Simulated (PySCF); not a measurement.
# C6H7N2S: the cost of one run

Computed with PySCF 2.14.0 and routines of our own; the level stands in each step. Atoms count from 0.

## (1) The system as given

16 atoms, charge 1, multiplicity 1; geometry from: GFN2-xTB.

## (2) Magnetic properties: GIAO CAM-B3LYP/pcSseg-1

Job settings and geometry (Å):

```
{"job": {"kind": "mag", "xc": "CAM-B3LYP", "basis": "pcSseg-1", "isotopologues": 0}, "charge": 1, "multiplicity": 1}
C     -1.733488    -0.453900    -0.810164
C     -0.992456    -0.000823     0.452357
C     -1.476251     1.305888     0.877172
N     -1.848044     2.337368     1.186845
N      0.448348     0.067238     0.203514
C      1.300169    -0.962488     0.462361
C      2.576465    -0.687785     0.103023
S      2.702588     0.887019    -0.568593
C      1.048678     1.112756    -0.344769
H     -2.797381    -0.525852    -0.598644
H     -1.378453    -1.431150    -1.128770
H     -1.593264     0.259636    -1.619120
H     -1.162940    -0.715163     1.266853
H      0.941674    -1.873275     0.907460
H      3.432640    -1.326287     0.203303
H      0.524117     2.015762    -0.604239
```

With the program's defaults for keys left out, this is: GIAO CAM-B3LYP/pcSseg-1 magnetisability, rotational g tensor and spin-rotation constants, non-relativistic, gas phase.

Launch:

```bash
> OMP_NUM_THREADS=1 python excited_run.py task.json out
```

This one command runs all jobs of the session in turn.

**Question.** How long does this first job take on 1 thread of Arm Neoverse V1, shared host, and how much memory does it need?

About 52 s, with a peak of 0.99 GiB.
